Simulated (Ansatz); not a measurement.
## TePb, space group Fm-3m: a surface slab, step by step

Computed with Ansatz 0.2.0 through its Python package.

Input file `tepb.vasp`:
```text
TePb
1.0
   0.00000000    3.23100000    3.23100000
   3.23100000    0.00000000    3.23100000
   3.23100000    3.23100000    0.00000000
Te Pb
1 1
Direct
   0.50000000    0.50000000    0.50000000
   0.00000000    0.00000000    0.00000000
```

Notebook, run cell by cell (the value of a cell's last expression is shown):

In [1]:
```python
from dataclasses import dataclass

import ansatz as az
from ase.build import surface
from ase.io import read
import numpy as np
```

In [2]:
```python
@dataclass(frozen=True)
class Options:
    smearing: str = "Fermi-Dirac"
    sigma: float = 0.05
```

In [3]:
```python
cfg = Options()
```

In [4]:
```python
atoms = read("tepb.vasp", format="vasp")
# Miller indices count the vectors of the cell as typed
slab = surface(atoms, (0, 0, 1), 2, vacuum=6.0)
slab.pbc = True
```

In [5]:
```python
print(slab.get_chemical_formula(), "area {:.3f} A^2, cell height {:.2f} A".format(np.linalg.norm(np.cross(slab.cell[0], slab.cell[1])), slab.cell[2, 2]))


def prepared(structure):
    return (
        az.Crystal.from_ase(structure).calculation()
        .functional(az.Functional.PBE)
        .occupations(cfg.smearing, width=cfg.sigma)  # the run then minimises F = E - TS
    )


calculation = prepared(slab).kpoints(6, 6, 1).electric_field(axis=3, dipole_correction=True).potential().forces()
outcome = calculation.run(threads=1, backend="cpu")
rep = outcome.report

rep["mixing_algorithm"], rep["preconditioner"], rep["eigensolver"]
```
```text
Pb2Te2 area 18.082 A^2, cell height 17.60 A
DeckWarning: basis.ecutwfc = 420 eV, auto-derived from the records' recommended cutoffs: set by Te (normal level)
RunWarning: efield: at this solve's end the planar-averaged density reaches 5.09e-5 e/Å³ inside the ramp window [0.8932, 0.1068] (bound 1e-5 e/Å³); the window's nearer edge stands 4.12 Å from this solve's nearest atom along the axis. Its work functions, free energy, forces, stress, dipole, levels and responses can be off, and this figure does not tell by how much. A short vacuum, a low [...]
RunWarning: The output density's exchange-correlation potential varies sharply where the density is thin. Do not read a vacuum level from v_tot or v_xc, or from such a field of the output density. On a cell that repeats whose density bears no net charge and no dipole along the vacuum's axis use v_es (v_loc + v_h of the components); under efield.dipole_correction with no amplitude use v_es + [...]
```
Out [5]:
```text
('MSR1', 'LDOS', 'band_cg')
```

In [6]:
```python
[(site.symbol, site.position_frac.round(4).tolist()) for site in outcome.lattice.sites]
```
Out [6]:
```text
[(<Element.TE: 'Te'>, [0.6667, 0.6667, 0.447]), (<Element.PB: 'Pb'>, [0.0, 0.0, 0.341]),
 (<Element.TE: 'Te'>, [1.0, 0.0, 0.659]), (<Element.PB: 'Pb'>, [0.3333, 0.3333, 0.553])]
```

In [7]:
```python
rep["n_iterations"], rep["closed_by"]
```
Out [7]:
```text
(8, 'deck_thresholds')
```

In [8]:
```python
print(f"slab free energy {rep['free_energy_ev']:.4f} eV, Fermi level {rep['fermi_energy_ev']:.3f} eV")
for key, value in rep["work_function"].items():
    if isinstance(value, float):
        print(f"{key:34s} {value:12.5f}")

# two faces, so half the excess energy for each
bulk = prepared(atoms).kpoints(6, 6, 6).run(threads=1, backend="cpu").report
excess = rep["free_energy_ev"] - bulk["free_energy_ev"] * len(slab) / len(atoms)
area = np.linalg.norm(np.cross(slab.cell[0], slab.cell[1]))
print(f"mean surface energy {excess / (2 * area) * 16.02177:.3f} J/m^2 ({1000 * excess / (2 * area):.1f} meV/A^2)")
```
```text
slab free energy -37773.0204 eV, Fermi level 1.400 eV
ramp_position                           0.95000
ramp_width                              0.10000
amplitude_v_ang                         0.00000
dipole_field_v_ang                     -0.14481
dipole_moment_e_ang                    -0.25463
phi_plus_ev                             5.47056
phi_minus_ev                            2.92173
vacuum_level_plus_ev                    6.87021
vacuum_level_minus_ev                   4.32138
flatness_plus_ev_ang                    0.00143
flatness_minus_ev_ang                   0.00585
ramp_density_extremum_e_ang3            0.00005
ramp_density_minimum_e_ang3            -0.00000
ramp_density_bound_e_ang3               0.00001
ramp_density_effective_e_ang3           0.00005
plane_spacing_ang                       0.14664
mean surface energy 0.580 J/m^2 (36.2 meV/A^2)
```

In [9]:
```python
print("z (A) and force along z (eV/A)")
for site, force in sorted(zip(outcome.lattice.sites, rep["forces_ev_ang"]), key=lambda pair: pair[0].position_ang[2]):
    print(f"{site.symbol:3s} {site.position_ang[2]:8.3f} {force[2]:9.4f}")
```
```text
z (A) and force along z (eV/A)
Pb     6.000    0.8513
Te     7.865   -1.6202
Pb     9.731    1.9204
Te    11.596   -1.1513
```

Notes:
- Absolute energies stand on the zero of these potentials, so only differences at equal settings mean something. A total without «per atom» is that of the whole cell that was run.
- The density doesn't vanish in the vacuum (a short gap or a low cutoff), which blurs the vacuum level.
- The zero of the levels is a convention of the potentials, so an absolute Fermi energy is no work function.
- In a crystal with a gap the Fermi level's place inside it depends on smearing and mesh.
- Spin-orbit coupling, which matters for elements this heavy, is left out.
- The structure is a deposited one; some such entries were measured under pressure or heat, so a shift against it needn't be the functional's error alone.
- Warnings are shown shortened and without file and line.
- The slab is thin and cut from the structure as given; a cut can leave two unlike or polar faces, and the surface energy is then their mean. Miller indices refer to the vectors of the cell as typed, and the lattice isn't relaxed for this functional, so relaxation and surface energy can hold strain.
- The whole script took 9.4 s on 1 thread of Arm Neoverse V2 (shared host), peak memory 0.57 GiB.
